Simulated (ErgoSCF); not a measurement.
**CH3K (SMILES [CH3][K]): a first try and a second**

Aim: a single-point energy of CH3K at HF/Ahlrichs pVDZ.

Program for the calculation: ErgoSCF 3.8.

5 further runs of the same task are left out: 2 that didn't finish, 3 set aside as unsound or not needed.

**1. Starting point**

CH3K has 5 atoms, charge 0, and is taken as a singlet. As SMILES, `[CH3][K]`. The shape is that of a PBE0-D4/def2-TZVP optimisation.

Bond lengths: C1–K2 2.676 Å, C1–H3 1.098 Å, C1–H4 1.098 Å, C1–H5 1.098 Å. Angles: K2–C1–H3 111.7°, K2–C1–H4 111.7°, K2–C1–H5 111.7°, H3–C1–H4 107.2°, H3–C1–H5 107.2°, H4–C1–H5 107.2°.

**2. Try one**

File mol.xyz:

```xyz
5
CH3K
C     -0.241700     0.077100    -0.123300
K      2.067700    -0.765900     0.932700
H     -1.091400    -0.130700     0.540300
H     -0.452400    -0.413600    -1.082700
H     -0.232300     1.159400    -0.308300
```

Launch:

```sh
ergo -m mol.xyz -e 'set_nthreads(1)' -e 'tmpdir = "."' -e 'charge = 0' -e 'scf.max_number_of_iterations = 64' -e 'scf.output_mulliken_pop = 1' -e 'basis = "Ahlichs-pVDZ"' -e 'run "HF"'
```

Output:

```text
INMA ERGO version 3.8
INMA  charge := 0
INMA  max_number_of_iterations := 64
INMA  output_mulliken_pop := 1
INMA  basis := Ahlichs-pVDZ
INMA Basis really set to Ahlichs-pVDZ
INMA running HF
ERIN error opening file 'Ahlichs-pVDZ'
ERIN error in read_basisset_file for standard basis set.
ERMA error in basisInfo->add_basisfuncs_for_molecule for main basis set, Basis='Ahlichs-pVDZ'
```

Standard output:

```text
line 1: RUN failed
line 1: Aborted.
```

It took 0.3 s on 1 thread of Arm Neoverse V2, shared host.

**3. Diagnosis**

The input was rejected.

The log says `ERMA error in basisInfo->add_basisfuncs_for_molecule for main basis set, Basis='Ahlichs-pVDZ'`. What is wrong: the input names a basis that the program doesn't know. To mend it: basis set Ahlrichs-pVDZ in place of Ahlichs-pVDZ.

**4. The mended input**

File geom.xyz:

```xyz
5

C     -0.241700     0.077100    -0.123300
K      2.067700    -0.765900     0.932700
H     -1.091400    -0.130700     0.540300
H     -0.452400    -0.413600    -1.082700
H     -0.232300     1.159400    -0.308300
```

Launch:

```sh
ergo -m geom.xyz -e 'set_nthreads(1)' -e 'basis = "Ahlrichs-pVDZ"' -e 'scf.output_mulliken_pop = 1' -e 'scf.max_number_of_iterations = 80' -e 'tmpdir = "."' -e 'run "HF"'
```

Output:

```text
[...]
INSC SCF_general constructor, number of basis functions: 43
[...]
INSC Energy   1 =       -282.04294011303
[...]
INDE PURIFICATION CONVERGED after 27 iterations
[...]
INDE PURIFICATION CONVERGED after 36 iterations
[...]
INDE PURIFICATION CONVERGED after 33 iterations
[...]
INDE PURIFICATION CONVERGED after 33 iterations
[...]
INDE E(LUMO) - E(HOMO) <=          0.22943124076 =          6.24314213912 eV
[...]
INSC Energy  17 =       -638.59570994328  ( diff     -0.000000000001592 )
[...]
RESC CONVERGED after  17 iterations.
RESC FINAL ENERGY:       -638.59570994328
[...]
INSC SCF: dipole_moment_x [atomic units] =       2.97708263
INSC SCF: dipole_moment_y [atomic units] =      -1.08672624
INSC SCF: dipole_moment_z [atomic units] =       1.36128893
[...]
```

It took 4.2 s on 1 thread of Arm Neoverse V2, shared host.

**5. Results**

Level: HF/Ahlrichs pVDZ.

| quantity | value |
| --- | --- |
| total energy | -638.59571 Eh |
| dipole moment | 8.77 D |

**Reading.** Mulliken charges run from -0.69 on C1 to +0.76 on K2.
